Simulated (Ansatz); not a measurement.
# CH₂BClSi: one structure at several levels

An exercise on one series of results from a longer session: the logs are not shown, and one member is left open.

Program: Ansatz 0.2.0, Gaussian basis. Level of theory: single points in def2-TZVPP. These are calculated values, not measurements.

Correlated methods freeze the cores.

**Starting geometry**

SMILES `[SiH]#CBCl`, 6 atoms, charge 0, spin multiplicity 1.

Atoms are counted from 1 here; the program's logs count them from 0.

Bond lengths: Si1–C2 1.789 Å, Si1–H5 1.463 Å, C2–B3 1.424 Å, B3–Cl4 1.775 Å, B3–H6 1.274 Å. Angles: C2–Si1–H5 158.6°, Si1–C2–B3 136.1°, C2–B3–Cl4 121.8°, C2–B3–H6 123.0°, Cl4–B3–H6 113.2°.

Geometry (Å):

```xyz
6
charge 0, multiplicity 1
Si   -1.0552    0.9795   -0.9055
C     0.2431    0.5512    0.2487
B     0.7529   -0.6486    0.8220
Cl    0.4194   -2.2409    0.1124
H    -1.8630    1.8070   -1.8013
H     1.7098   -0.6638    1.6625
```

The first run:

The input, run/in.yaml:

```yaml
crystal:
  periodic: [false, false, false]
  atoms:
    - {symbol: Si, position_ang: [-1.055200, 0.979500, -0.905500]}
    - {symbol: C, position_ang: [0.243100, 0.551200, 0.248700]}
    - {symbol: B, position_ang: [0.752900, -0.648600, 0.822000]}
    - {symbol: Cl, position_ang: [0.419400, -2.240900, 0.112400]}
    - {symbol: H, position_ang: [-1.863000, 1.807000, -1.801300]}
    - {symbol: H, position_ang: [1.709800, -0.663800, 1.662500]}
basis:
  gaussian: {orbitals: def2-TZVPP}
correlation: {method: ccsd_t}
output: {forces: true}
```

No record of the launch command was kept for these runs.

Among the steps run: CCSD(T)/def2-TZVPP; PBE0-D4/def2-TZVPP; wB97M-V/def2-TZVPP; r2SCAN-D4/def2-TZVPP; PBE-D4/def2-TZVPP; BHLYP-D4/def2-TZVPP; CAM-B3LYP-D4/def2-TZVPP.

One of the session's tables, all rows but one given; the rest of the session is left out.

```
      method  RMS force component (eV/Å)  angle to CCSD(T) forces (°)  dipole (D)
     CCSD(T)                       2.064                    reference        4.06
     PBE0-D4                       2.103                          9.0        4.48
     wB97M-V                       2.201                          9.2        4.74
   r2SCAN-D4                           ?                            ?           ?
      PBE-D4                       1.905                          7.6        4.07
    BHLYP-D4                       2.206                         10.0        4.78
CAM-B3LYP-D4                       2.167                         10.7        4.69
```

Q: Estimate the row for r2SCAN-D4 from the others.

As computed: RMS force component (eV/Å): 2.017; angle to CCSD(T) forces (°): 8.2; dipole (D): 4.25. In the column «RMS force component (eV/Å)» it lies between PBE-D4 (1.905) and CCSD(T) (2.064).
